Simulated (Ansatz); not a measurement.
# NH2 (SMILES [NH2]) at U-wB97X/3-21G

What is the electronic atomisation energy of NH2 at U-wB97X/3-21G? 

The calculation is run with Ansatz 0.2.0.

48 further runs of the same task are left out: 48 set aside as unsound or not needed.

### 1 The molecule

The species is NH2 (3 atoms), meant as a doublet with charge 0. SMILES: `[NH2]`. Geometry: relaxed at GFN2-xTB.

Bond lengths: N1–H2 1.014 Å, N1–H3 1.014 Å. Angles: H2–N1–H3 110.0°.

### 2 The energy at U-wB97X/3-21G

Contents of input.yaml:

```yaml
crystal:
  periodic: [false, false, false]
  atoms:
    - {symbol: "N", position_ang: [0.307180, -0.182210, 0.151440]}
    - {symbol: H, position_ang: [0.155580, 0.820260, 0.174790]}
    - {symbol: H, position_ang: [-0.462760, -0.638040, -0.326220]}
basis:
  gaussian:
    orbitals: 3-21G.json
magnetization:
  spin_polarized: true
  initial_magnetization: 1
hamiltonian:
  xc: {name: wB97X}
accuracy: high
```

The basis set 3-21G is read from a file made from the Basis Set Exchange's data (not shown).

Run with:

```
$ ansatz run input.yaml --threads 1 --pin off --max-ram 2610MiB --events-out events.jsonl --progress --plain --runs-dir runs
```

Output:

```text
Warning: RAYON_NUM_THREADS=1 ignored (pool sized by the plan → 1); use --threads N
Functional definition: wB97X
  name "wB97X"
  parameter omega = 0.3/bohr
  parameter cx = 0.157706
  parameter cx1 = 0.726479
  parameter cx2 = 1.04760
  parameter cx3 = -5.70635
  parameter cx4 = 13.2794
  parameter css1 = -4.33879
  parameter css2 = 18.2308
  parameter css3 = -31.7430
  parameter css4 = 17.2901
  parameter cos1 = 2.37031
  parameter cos2 = -11.3995
  parameter cos3 = 6.58405
  parameter cos4 = -3.78132
  exchange = spin_sum(e_x_unif_sr(omega)*poly(b97_u_x, 1 - cx, cx1, cx2, cx3, cx4)) + cx*exact_x_sr(omega)
      + exact_x_lr(omega)
  correlation = spin_sum(e_c_pw_same_spin*poly(b97_u_same, 1, css1, css2, css3, css4))
      + integral(e_c_pw_opposite_spin*poly(b97_u_opposite, 1, cos1, cos2, cos3, cos4))
248 factors; integrals over basis functions are off by at most 4.8e-9 eV
98 factors; integrals over basis functions are off by at most 7.5e-10 eV
mean field evaluation 1: about -1510.3764 eV, gradient 1.4e1 eV
mean field evaluation 2: about -1510.9353 eV, gradient 8.6e0 eV
mean field evaluation 4: about -1511.1971 eV, gradient 4.1e-1 eV
mean field evaluation 8: about -1511.1915 eV, gradient 4.3e-3 eV
mean field evaluation 16: about -1511.1915 eV, gradient 4.7e-7 eV
mean field -1511.19149638 eV, -55.5352631695 hartree, gradient 7.6e-8 eV, S^2 0.752198; 0 other end points of the search recorded, 0 dependent functions left out
reference -1511.19149542 eV, -55.5352631343 hartree; 5, 4 occupied and 8, 9 virtual orbitals, 248 factors
Total energy: -1511.19149542 eV, -55.5352631343 hartree
```

Wall time 3 s (1 thread of Arm Neoverse V1, shared host); peak memory 0.2 GiB.

### 3 The H atom, same level

Contents of molecule.yaml:

```yaml
crystal:
  periodic: [false, false, false]
  atoms:
    - {symbol: H, position_ang: [0.000000, 0.000000, 0.000000]}
basis:
  gaussian: {orbitals: 3-21G.json}
accuracy: high
magnetization: {spin_polarized: true, initial_magnetization: 1}
hamiltonian: {xc: {name: wB97X}}
```

The basis set 3-21G is read from a file made from the Basis Set Exchange's data (not shown).

Run with:

```
$ ansatz run molecule.yaml --threads 1 --pin off --max-ram 2610MiB --events-out events.jsonl --progress --plain --runs-dir runs
```

Output (excerpt; [...] marks lines left out):

```text
Warning: RAYON_NUM_THREADS=1 ignored (pool sized by the plan → 1); use --threads N
[... 2 set-up lines as earlier in the session ...]
[...]
      + exact_x_lr(omega)
[...]
      + integral(e_c_pw_opposite_spin*poly(b97_u_opposite, 1, cos1, cos2, cos3, cos4))
3 factors; integrals over basis functions are off by at most 1.3e-8 eV
3 factors; integrals over basis functions are off by at most 3.0e-10 eV
[...]
mean field -13.51104182 eV, -0.4965216288 hartree, gradient 1.2e-8 eV, S^2 0.750000; 0 other end points of the search recorded, 0 dependent functions left out
reference -13.51104194 eV, -0.4965216333 hartree; 1, 0 occupied and 1, 2 virtual orbitals, 3 factors
Total energy: -13.51104194 eV, -0.4965216333 hartree
```

Wall time 0.46 s (1 thread of Arm Neoverse V1, shared host).

### 4 The N atom at the same level

Contents of run.yaml:

```yaml
crystal:
  periodic: [false, false, false]
  atoms:
    - {symbol: "N", position_ang: [0.000000, 0.000000, 0.000000]}
basis:
  gaussian:
    orbitals: 3-21G.json
magnetization:
  spin_polarized: true
  initial_magnetization: 3
hamiltonian:
  xc: {name: wB97X}
accuracy: high
```

The basis set 3-21G is read from a file made from the Basis Set Exchange's data (not shown).

Run the same way, it converges to -54.28574 Eh (log not shown).

### 5 Results

At U-wB97X/3-21G:

```
                     quantity         value
       molecule: total energy  -55.53526 Eh
               molecule: ⟨S²⟩         0.752
         H atom: total energy   -0.49652 Eh
                 H atom: ⟨S²⟩         0.750
         N atom: total energy  -54.28574 Eh
                 N atom: ⟨S²⟩         3.751
electronic atomisation energy      6.979 eV
```

What this shows: Taking the molecule apart into free atoms costs 6.98 eV (673 kJ/mol), before zero-point energy and without spin-orbit coupling. The basis has no polarisation functions, which makes bonds too weak.
